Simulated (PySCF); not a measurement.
# CH₆O₃Si₂: electronic excitations and core binding energies

Wanted: the electronic excitations and core binding energies of CH₆O₃Si₂ (`O=C(O)[SiH2]O[SiH3]`), by calculation.

Programs: PySCF 2.14.0, with density-fitted response routines of our own. Each step states its level of theory. These are calculated values for one molecule in the gas phase, unless marked as measured. Atoms are numbered from 0 throughout.

### Step 1. Starting geometry

12 atoms, charge 0, multiplicity 1; geometry from: GFN2-xTB.

Bonds of the start (Å): O0–C1 1.21, C1–O2 1.34, C1–Si3 1.92, Si3–O4 1.61, O4–Si5 1.63, O2–H6 0.97, Si3–H7 1.46, Si3–H8 1.46, Si5–H9 1.46, Si5–H10 1.46, Si5–H11 1.46.

### Step 2. TDDFT and polarisability: CAM-B3LYP/def2-SVPD

What the job is given:

```
{"job": {"kind": "uv", "xc": "CAM-B3LYP", "basis": "def2-SVPD", "nstates": 8, "ntriplets": 3}, "charge": 0, "multiplicity": 1}
O      1.360509     1.281662     0.830302
C      1.647956     0.228618     0.316969
O      2.918849    -0.196982     0.260768
Si     0.430479    -1.013748    -0.490877
O     -1.058260    -0.430520    -0.340530
Si    -2.276417     0.592555     0.032644
H      3.516689     0.447793     0.680089
H      0.750712    -1.115395    -1.911109
H      0.496443    -2.274773     0.240891
H     -2.447108     1.459404    -1.130998
H     -3.412747    -0.306270     0.230370
H     -1.925907     1.326971     1.240877
```

Method: TDDFT CAM-B3LYP/def2-SVPD, vertical, gas phase, core orbitals frozen in the response.

Command:

```
$ OMP_NUM_THREADS=1 python probes_run.py task.json out
```

One launch serves the whole session: the jobs run in the order shown.

**Question.** This job is followed by: delta-SCF UKS SCAN, pcX-2 on the ionised atom, pcseg-1 elsewhere, spin-free X2C. Predict these results of the whole session: lowest singlet (CAM-B3LYP/def2-SVPD); brightest single state of those computed; lowest triplet; O1s binding energies, SCAN/pcX-2; Si1s binding energies, SCAN/pcX-2; Si2p binding energies, SCAN/pcX-2; C1s binding energies, SCAN/pcX-2.

**Answer**, as computed:

| quantity | value |
| --- | --- |
| lowest singlet (CAM-B3LYP/def2-SVPD) | 5.09 eV (243 nm), f = 0.003 |
| brightest single state of those computed | state 8, 8.23 eV, f = 0.116 |
| lowest triplet | 4.43 eV |
| O1s binding energies, SCAN/pcX-2 | O2 540.05, O4 538.05, O0 538.01 eV |
| Si1s binding energies, SCAN/pcX-2 | Si3 1847.58, Si5 1847.40 eV |
| Si2p binding energies, SCAN/pcX-2 | Si3 107.88, Si5 107.73 eV |
| C1s binding energies, SCAN/pcX-2 | C1 294.38 eV |

**Reading.** The first singlet state (HOMO→LUMO 0.91) lies at 5.09 eV and is weak; of the 8 states computed, the strongest absorption comes from state 8 at 8.23 eV (the last computed, so partners may be missing). The lowest triplet lies 0.66 eV below the lowest singlet (triplets in Tamm-Dancoff, singlets in full TDDFT). O2 (acid hydroxyl oxygen) binds its O1s electron 2.05 eV more tightly than O0 (carbonyl oxygen). The Si1s levels kept as sound span 0.19 eV, from Si5 (silicon bonded to O, 3 H) up to Si3 (silicon bonded to C, O, 2 H). The Si2p levels kept as sound span 0.15 eV, from Si5 (silicon bonded to O, 3 H) up to Si3 (silicon bonded to C, O, 2 H).
